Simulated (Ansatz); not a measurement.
# F2GeH4Si: how energies converge with the basis set

The task here is to estimate one member of a computed series from the others.

Program: Ansatz 0.2.0, Gaussian basis. Level of theory: one geometry, several basis sets. These are calculated values, not measurements.

Levels to be run: PBE0-D4/def2-SVP; ωB97M-V/def2-SVP; PBE0-D4/def2-QZVPP; ωB97M-V/def2-QZVPP; the functionals' def2-TZVPP values are taken from earlier runs.

### Structure used throughout

The geometry comes from an earlier relaxation with PBE0-D4 in a triple-zeta def2 set; it is a stationary point, not always the lowest conformer.

SMILES `[F][GeH]([F])[SiH3]`, 8 atoms, charge 0, spin multiplicity 1.

Atoms are counted from 1 here; the program's logs count them from 0.

Bond lengths: F1–Ge2 1.735 Å, Ge2–F3 1.735 Å, Ge2–Si4 2.387 Å, Ge2–H5 1.537 Å, Si4–H6 1.484 Å, Si4–H7 1.484 Å, Si4–H8 1.482 Å. Angles: F1–Ge2–F3 104.0°, F1–Ge2–Si4 108.3°, F1–Ge2–H5 106.1°, F3–Ge2–Si4 108.3°, F3–Ge2–H5 106.1°, Si4–Ge2–H5 122.5°, Ge2–Si4–H6 108.3°, Ge2–Si4–H7 108.3°, Ge2–Si4–H8 108.1°, H6–Si4–H7 110.1°, H6–Si4–H8 110.9°, H7–Si4–H8 110.9°.

Set-up of the first run:

Contents of in.yaml:

```yaml
crystal:
  periodic: [false, false, false]
  atoms:
    - {symbol: F, position_ang: [1.562522, -0.930982, 1.455002]}
    - {symbol: Ge, position_ang: [1.140910, -0.039084, 0.027475]}
    - {symbol: F, position_ang: [1.666566, 1.578360, 0.371916]}
    - {symbol: Si, position_ang: [-1.237339, -0.027240, -0.173515]}
    - {symbol: H, position_ang: [2.060870, -0.558789, -1.088354]}
    - {symbol: H, position_ang: [-1.695832, -1.423768, -0.376118]}
    - {symbol: H, position_ang: [-1.602805, 0.805532, -1.345909]}
    - {symbol: H, position_ang: [-1.802792, 0.538970, 1.073703]}
basis:
  gaussian: {orbitals: def2-SVP}
hamiltonian: {xc: pbe0, dispersion: d4}
output: {orbitals: {seedname: orbitals}}
```

Command:

```bash
> ansatz run in.yaml --threads 4 --pin off --events-out ev --progress --plain --max-ram 10444MiB
```

Steps of the session up to this table: PBE0-D4 in def2-SVP; ωB97M-V in def2-SVP; PBE0-D4 in def2-QZVPP; ωB97M-V in def2-QZVPP.

One table of the session follows, with a row left open; its other results are not shown here.

It belongs to the step «Functionals by basis». 

| functional | basis | HOMO (eV) |
| --- | --- | --- |
| PBE0-D4 | def2-SVP | -8.75 |
| PBE0-D4 | def2-TZVPP | -8.80 |
| PBE0-D4 | def2-QZVPP | -8.83 |
| ωB97M-V | def2-SVP | -10.79 |
| ωB97M-V | def2-TZVPP | ? |
| ωB97M-V | def2-QZVPP | -10.91 |

**Question.** Estimate the row for ωB97M-V, def2-TZVPP.

As computed: HOMO (eV): -10.87. In the column «HOMO (eV)» it lies between ωB97M-V, def2-QZVPP (-10.91) and ωB97M-V, def2-SVP (-10.79).
